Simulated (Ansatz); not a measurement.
# BGeH5OSi: up Jacob's ladder to CCSD(T)

The task here is to estimate one member of a computed series from the others.

Program: Ansatz 0.2.0, Gaussian basis. Level of theory: functionals in def2-TZVPP, the program's frozen cores in correlated methods. These are calculated values, not measurements.

The runs, in order: LDA (SPW92), PBE-D4, revPBE-D4, BLYP-D4, r2SCAN-D4, B97M-V, PBE0-D4, B3LYP-D4, r2SCANh-D4, r2SCAN0-D4, HSE06-D4, BHLYP-D4, CAM-B3LYP-D4, LC-ωPBE, ωB97X-V, ωB97M-V, B2PLYP, PBE-QIDH; CCSD(T)/def2-SVP; CCSD(T)/def2-TZVPP; MP2/def2-QZVPP; extrapolation to the limit; RPA on PBE.

**Structure used throughout**

An earlier PBE0-D4 in a triple-zeta def2 set relaxation fixed the geometry.

SMILES `[GeH3][SiH]1BO1`, 9 atoms, charge 0, spin multiplicity 1.

Atoms are counted from 1 here; the program's logs count them from 0.

Bond lengths: Ge1–Si2 2.373 Å, Ge1–H5 1.538 Å, Ge1–H6 1.536 Å, Ge1–H7 1.538 Å, Si2–B3 1.906 Å, Si2–O4 1.767 Å, Si2–H8 1.487 Å, B3–O4 1.336 Å, B3–H9 1.190 Å. Angles: Si2–Ge1–H5 111.3°, Si2–Ge1–H6 109.6°, Si2–Ge1–H7 109.3°, H5–Ge1–H6 109.2°, H5–Ge1–H7 108.5°, H6–Ge1–H7 108.9°, Ge1–Si2–B3 125.5°, Ge1–Si2–O4 112.1°, Ge1–Si2–H8 112.7°, B3–Si2–O4 42.4°, B3–Si2–H8 121.2°, O4–Si2–H8 109.7°, Si2–B3–O4 63.2°, Si2–B3–H9 165.0°, O4–B3–H9 131.8°, Si2–O4–B3 74.4°.

Coordinates:

```
Ge   -0.4693    1.5855   -0.0247
Si    0.6773   -0.4646   -0.3601
B     0.4371   -2.0479    0.6743
O    -0.4187   -1.8505   -0.3326
H    -1.3482    1.9399   -1.2359
H    -1.3524    1.4819    1.2276
H     0.5564    2.7131    0.1798
H     1.4715   -0.4784   -1.6170
H     0.5348   -2.9253    1.4716
```

Set-up of the first run:

The input, in.yaml:

```yaml
crystal:
  periodic: [false, false, false]
  atoms:
    - {symbol: Ge, position_ang: [-0.469268, 1.585479, -0.024673]}
    - {symbol: Si, position_ang: [0.677253, -0.464578, -0.360061]}
    - {symbol: B, position_ang: [0.437103, -2.047912, 0.674291]}
    - {symbol: O, position_ang: [-0.418736, -1.850455, -0.332646]}
    - {symbol: H, position_ang: [-1.348162, 1.939875, -1.235945]}
    - {symbol: H, position_ang: [-1.352404, 1.481938, 1.227626]}
    - {symbol: H, position_ang: [0.556361, 2.713104, 0.179755]}
    - {symbol: H, position_ang: [1.471526, -0.478419, -1.617032]}
    - {symbol: H, position_ang: [0.534829, -2.925332, 1.471585]}
basis:
  gaussian: {orbitals: def2-TZVPP}
hamiltonian: {xc: lda}
output: {orbitals: {seedname: orbitals}}
```

Steps of the session up to this table: LDA; PBE-D4 (GGA); revPBE-D4 (GGA); BLYP-D4 (GGA); r2SCAN-D4 (meta-GGA); B97M-V (meta-GGA); PBE0-D4 (hybrid); B3LYP-D4 (hybrid); r2SCANh-D4 (hybrid); r2SCAN0-D4 (hybrid); HSE06-D4 (hybrid); BHLYP-D4 (hybrid); CAM-B3LYP-D4 (range-separated); LC-ωPBE (range-separated); ωB97X-V (range-separated); ωB97M-V (range-separated); B2PLYP (double hybrid); PBE-QIDH (double hybrid).

One of the session's tables, all rows but one given; the rest of the session is left out.

It belongs to the step «Orbital energies across the functionals». 

| functional | HOMO (eV) | gap (eV) |
| --- | --- | --- |
| LDA (SPW92) | -6.01 | 3.70 |
| PBE-D4 | -5.88 | 3.82 |
| revPBE-D4 | ? | ? |
| BLYP-D4 | -5.75 | 3.84 |
| r2SCAN-D4 | -6.08 | 4.29 |
| B97M-V | -6.15 | 4.30 |
| PBE0-D4 | -6.98 | 5.86 |
| B3LYP-D4 | -6.79 | 5.47 |
| r2SCANh-D4 | -6.49 | 5.03 |
| r2SCAN0-D4 | -7.11 | 6.11 |
| HSE06-D4 | -6.58 | 5.09 |
| BHLYP-D4 | -7.97 | 7.80 |
| CAM-B3LYP-D4 | -8.26 | 8.21 |
| LC-ωPBE | -9.55 | 10.60 |
| ωB97X-V | -9.22 | 10.17 |
| ωB97M-V | -9.05 | 9.78 |

Estimate the missing values for revPBE-D4.

As computed: HOMO (eV): -5.83; gap (eV): 3.86. In the column «HOMO (eV)» it lies between PBE-D4 (-5.88) and BLYP-D4 (-5.75).
